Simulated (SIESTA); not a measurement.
The system is Ta3AsAu2O13.

```
Ta As Au O
1.0
     5.72385   -0.00745   -0.00403
     1.30279    6.25499    0.00561
     0.27574    1.30074    8.36754
Ta As Au O
3 1 2 13
Direct
  0.21713 0.30521 0.58431
  0.03325 0.11123 0.99855
  0.58248 0.62145 0.50482
  0.58707 0.89691 0.83049
  0.58004 0.09228 0.18613
  0.04485 0.82077 0.44682
  0.66201 0.69726 0.71088
  0.51632 0.13418 0.69625
  0.85098 0.88773 0.91932
  0.34466 0.87003 0.94651
  0.73015 0.29240 0.03095
  0.24622 0.21809 0.11075
  0.12900 0.09398 0.49104
  0.48032 0.38887 0.43499
  0.05966 0.26685 0.78594
  0.93330 0.53240 0.45645
  0.49975 0.85161 0.34971
  0.25256 0.62988 0.62473
  0.91878 0.95175 0.22636
```

The cell was built by a generator and needn't be a form met in nature.

Base run:

* Program: SIESTA 5.4.2
* Functional: PBE
* Potentials or basis: PseudoDojo 0.4 standard (PBE files)
* Basis: DZP (energy shift 0.003 Ry; two zetas on semicore shells)
* Grid cutoff: 800 Ry
* Energy shift: 0.003 Ry
* k mesh: 5 × 5 × 4
* Occupations: fermi-dirac, width 0.05 eV
* Spin: no spin polarisation

Its results: band gap on the k mesh 1.16 eV, indirect (least direct gap 1.21 eV); pressure 3.8 GPa; largest force 0.857 eV/Å.

**Question.** After a change of settings the same cell gave: band gap on the k mesh 1.08 eV, indirect (least direct gap 1.12 eV); pressure 6.9 GPa; largest force 2.704 eV/Å. Which change was it?
A. basis from DZP (energy shift 0.003 Ry; two zetas on semicore shells) to TZDP (energy shift 0.003 Ry; two zetas on semicore shells)
B. basis from DZP (energy shift 0.003 Ry; two zetas on semicore shells) to TZP (energy shift 0.003 Ry; two zetas on semicore shells)
C. basis from DZP (energy shift 0.003 Ry; two zetas on semicore shells) to SZP (energy shift 0.003 Ry)
D. basis from DZP (energy shift 0.003 Ry; two zetas on semicore shells) to DZ (energy shift 0.003 Ry; two zetas on semicore shells)

**Answer.** C.

Caveats: short orbitals over semicore shells can move pressures by several GPa; spin-orbit coupling is left out, which moves the levels of the heavy elements; the basis of atomic orbitals isn't converged, which shifts pressures, moduli and gaps; an odd mesh through Γ misses points on the zone boundary, where band edges often lie (some runs); forces of over 1 eV/Å show positions far from the minimum, so gaps and moduli don't describe the material at rest (some runs).
